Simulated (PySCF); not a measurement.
**The bond of PtO, level by level**

One job finds the state of PtO, follows it along the bond with each method and fits the curves.

Method: Pt x2c-TZVPPall, O x2c-TZVPPall, spin-free X2C with a Gaussian nucleus; program: PySCF 2.14.0.

## 1. The job

A driver script around PySCF takes these settings:

* atoms: Pt, O
* charge: 0
* basis: Pt x2c-TZVPPall, O x2c-TZVPPall
* Hamiltonian: spin-free X2C with a Gaussian nucleus
* basis functions: 128
* electrons treated: 86
* masses in u: 194.9648, 15.9949
* levels: PBE0, PBE, r²SCAN, B2PLYP, TPSS, B97-3, B3LYP, HSE06, HF, MP2, SCS-MP2
* grid: 80 radial by 434 angular points
* occupations: held fixed by the projection of orbital angular momentum
* dissociation limit: Pt + O, each in its ground configuration
* starting distance in angstrom: 1.775
* values of 2S to try: 0, 2, 4, 6

Command:

```sh
OMP_NUM_THREADS=2 python dia.py task.json out
```

Further steps of the session: The PBE0 curve of the state that the search chose; Other states along the same grid; PBE; r²SCAN (meta-GGA); B2PLYP (double hybrid); TPSS (meta-GGA); B97-3 (global hybrid GGA); B3LYP; HSE06 (range-separated hybrid); ROHF (mean field).

Before running it: what results should come out? Wanted: for each run, Re; ωe; De; μ.

As calculated:

Lowest PBE0 solution found, without spin–orbit coupling: triplet, unpaired electrons π ↑↑. State 2 has its PBE0 minimum 0.34 eV higher, as a spin-mixed determinant (⟨S²⟩ = 1.01), so this is no gap between pure states. State 3 has its PBE0 minimum 0.76 eV higher. State 4 has its PBE0 minimum 0.84 eV higher, as a spin-mixed determinant (⟨S²⟩ = 1.01), so this is no gap between pure states. The other levels ran on the lowest alone.

```tsv
level	Re (Å)	ωe (cm⁻¹)	De (eV)	μ (D)
PBE	1.725	858	5.14	-2.28
TPSS	1.728	857	4.76	-2.40
r²SCAN	1.708	895	4.82	-2.39
B3LYP	1.723	864	4.16	-2.63
PBE0	1.708	894	4.06	-2.71
B97-3	1.716	870	3.96	-2.82
HSE06	1.711	888	4.04	-2.70
B2PLYP	1.718	922	4.40	-3.13
```

De is counted to Pt + O in their ground configurations. A positive dipole means Pt(−)O(+). No constants: ROHF (the points don't follow one smooth fit); ROHF-MP2 (the points don't follow one smooth fit); ROHF-SCS-MP2 (the points don't follow one smooth fit).

The methods spread over 0.019 Å in bond length, from PBE0 to TPSS. Among the levels with a De in the table, it runs from 3.96 eV (B97-3) to 5.14 eV (PBE).

Correlated steps freeze 24 core orbitals. Spin–orbit coupling is left out, which matters for elements this heavy, above all for dissociation energies. B2PLYP dipoles, levels and charges come from its SCF part alone. A negative De means that the minimum lies above the separated atoms at that level. With d or f electrons several states lie close, and the lowest PBE0 determinant need not be the measured ground state. With spin–orbit coupling the term label itself may not hold.
